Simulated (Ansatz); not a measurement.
# wB97M-V/cc-pVDZ run of GeNH4Cl (SMILES [NH2][GeH2][Cl])

What is the electronic atomisation energy of GeNH4Cl at wB97M-V/cc-pVDZ? 

The calculation is run with Ansatz 0.2.0.

68 further runs of the same task are left out: 68 set aside as unsound or not needed.

## Step 1: The molecule

The species is GeNH4Cl (7 atoms), meant as a singlet with charge 0. SMILES: `[NH2][GeH2][Cl]`. The shape is that of a PBE0-D4/def2-TZVP optimisation. This is one conformer, not always the lowest.

Bond lengths: N1–Ge2 1.818 Å, Ge2–Cl3 2.176 Å, N1–H4 1.010 Å, N1–H5 1.010 Å, Ge2–H6 1.530 Å, Ge2–H7 1.530 Å. Angles: N1–Ge2–Cl3 112.8°, N1–Ge2–H6 108.7°, N1–Ge2–H7 108.7°, Cl3–Ge2–H6 105.8°, Cl3–Ge2–H7 105.8°, Ge2–N1–H4 115.0°, Ge2–N1–H5 115.0°, H6–Ge2–H7 115.1°, H4–N1–H5 109.1°.

## Step 2: The energy at wB97M-V/cc-pVDZ

job.yaml

```yaml
crystal:
  periodic: [false, false, false]
  atoms:
    - {symbol: "N", position_ang: [-0.792900, 0.515500, -0.722700]}
    - {symbol: Ge, position_ang: [0.579900, 0.003300, 0.353200]}
    - {symbol: Cl, position_ang: [0.394500, -2.054600, 1.034500]}
    - {symbol: H, position_ang: [-1.700900, 0.526800, -0.279600]}
    - {symbol: H, position_ang: [-0.858900, 0.014700, -1.597700]}
    - {symbol: H, position_ang: [0.559300, 0.864900, 1.617200]}
    - {symbol: H, position_ang: [1.880200, 0.061300, -0.450600]}
basis:
  gaussian:
    orbitals: cc-pVDZ
hamiltonian:
  xc: {name: wB97M-V}
accuracy: high
output: {orbitals: {seedname: orbitals}}
```

Command:

```bash
$ ansatz run job.yaml --threads 1 --pin off --max-ram 3480MiB --events-out events.jsonl --progress --plain --runs-dir runs
```

What it wrote:

```text
Warning: RAYON_NUM_THREADS=1 ignored (pool sized by the plan → 1); use --threads N
Functional definition: wB97M-V
  name "wB97M-V"
  parameter omega = 0.3/bohr
  parameter cx = 0.15
  parameter cx01 = 1.007
  parameter cx10 = 0.259
  parameter css00 = 0.443
  parameter css04 = -1.437
  parameter css10 = -4.535
  parameter css20 = -3.390
  parameter css43 = 4.278
  parameter cos00 = 1.000
  parameter cos10 = 1.358
  parameter cos20 = 2.924
  parameter cos21 = -8.812
  parameter cos60 = -1.390
  parameter cos61 = 9.142
  parameter b = 6.0
  parameter c = 0.01
  gx(w, u) = 1 - cx + cx01*u + cx10*w
  gss(w, u) = css00 + css04*u^4 + css10*w + css20*w^2 + css43*w^4*u^3
  gos(w, u) = cos00 + cos10*w + (cos20 + cos21*u)*w^2 + (cos60 + cos61*u)*w^6
  exchange = spin_sum(e_x_unif_sr(omega)*gx(b97_w, b97_u_x)) + cx*exact_x_sr(omega) + exact_x_lr(omega)
  correlation = spin_sum(e_c_pw_mod_same_spin*gss(b97_w, b97_u_same))
      + integral(e_c_pw_mod_opposite_spin*gos(b97_w_opposite, b97_u_opposite)) + vv10(b, c)
1818 factors; integrals over basis functions are off by at most 4.5e-9 eV
325 factors; integrals over basis functions are off by at most 2.2e-9 eV
mean field evaluation 1: about -70588.5728 eV, gradient 4.1e1 eV
mean field evaluation 2: about -70588.6058 eV, gradient 4.1e1 eV
mean field evaluation 4: about -70592.1009 eV, gradient 1.1e0 eV
mean field evaluation 8: about -70592.1775 eV, gradient 2.5e-2 eV
mean field evaluation 16: about -70592.1775 eV, gradient 4.3e-6 eV
mean field -70592.17747359 eV, -2594.2146730581 hartree, gradient 4.1e-8 eV, S^2 0.000000; 0 other end points of the search recorded, 0 dependent functions left out
reference -70592.17747765 eV, -2594.2146732073 hartree; 30, 30 occupied and 49, 49 virtual orbitals, 1818 factors
Total energy: -70592.17747765 eV, -2594.2146732073 hartree
```

Run time: 66 s. Hardware: 1 thread of Arm Neoverse V1, shared host; peak memory 0.52 GiB.

## Step 3: The Cl atom

in.yaml

```yaml
crystal:
  periodic: [false, false, false]
  atoms:
    - {symbol: Cl, position_ang: [0.000000, 0.000000, 0.000000]}
basis:
  gaussian: {orbitals: cc-pVDZ}
total_charge: 0
magnetization: {spin_polarized: true, initial_magnetization: 1}
hamiltonian: {xc: {name: wB97M-V}}
accuracy: high
```

Run the same way, it converges to -460.11775 Eh (log not shown).

## Step 4: The Ge atom, same level

molecule.yaml

```yaml
crystal:
  periodic: [false, false, false]
  atoms:
    - {symbol: Ge, position_ang: [0.000000, 0.000000, 0.000000]}
basis:
  gaussian:
    orbitals: cc-pVDZ
magnetization:
  spin_polarized: true
  initial_magnetization: 2
hamiltonian:
  xc: {name: wB97M-V}
accuracy: high
```

Run the same way, it converges to -2076.77955 Eh (log not shown).

## Step 5: The H atom at the same level

job.yaml

```yaml
basis:
  gaussian:
    orbitals: cc-pVDZ
crystal:
  periodic: [false, false, false]
  atoms:
    - {symbol: H, position_ang: [0.000000, 0.000000, 0.000000]}
magnetization:
  spin_polarized: true
  initial_magnetization: 1
hamiltonian:
  xc: {name: wB97M-V}
accuracy: high
```

Run the same way, it converges to -0.49171 Eh (log not shown).

## Step 6: The N atom at the same level

run.yaml

```yaml
crystal:
  periodic: [false, false, false]
  atoms:
    - {symbol: N, position_ang: [0.000000, 0.000000, 0.000000]}
basis:
  gaussian: {orbitals: cc-pVDZ}
magnetization: {spin_polarized: true, initial_magnetization: 3}
hamiltonian: {xc: {name: wB97M-V}}
accuracy: high
```

Run the same way, it converges to -54.57734 Eh (log not shown).

## Step 7: What came out

At wB97M-V/cc-pVDZ:

```
                     quantity           value
       molecule: total energy  -2594.21467 Eh
        molecule: HOMO energy       -10.03 eV
        molecule: LUMO energy         2.55 eV
      molecule: HOMO–LUMO gap        12.58 eV
        Cl atom: total energy   -460.11775 Eh
                Cl atom: ⟨S²⟩           0.751
        Ge atom: total energy  -2076.77955 Eh
                Ge atom: ⟨S²⟩           2.002
         H atom: total energy     -0.49171 Eh
                 H atom: ⟨S²⟩           0.750
         N atom: total energy    -54.57734 Eh
                 N atom: ⟨S²⟩           3.752
electronic atomisation energy       21.040 eV
```

In words: Taking the molecule apart into free atoms costs 21.04 eV (2030 kJ/mol), before zero-point energy and without spin-orbit coupling.
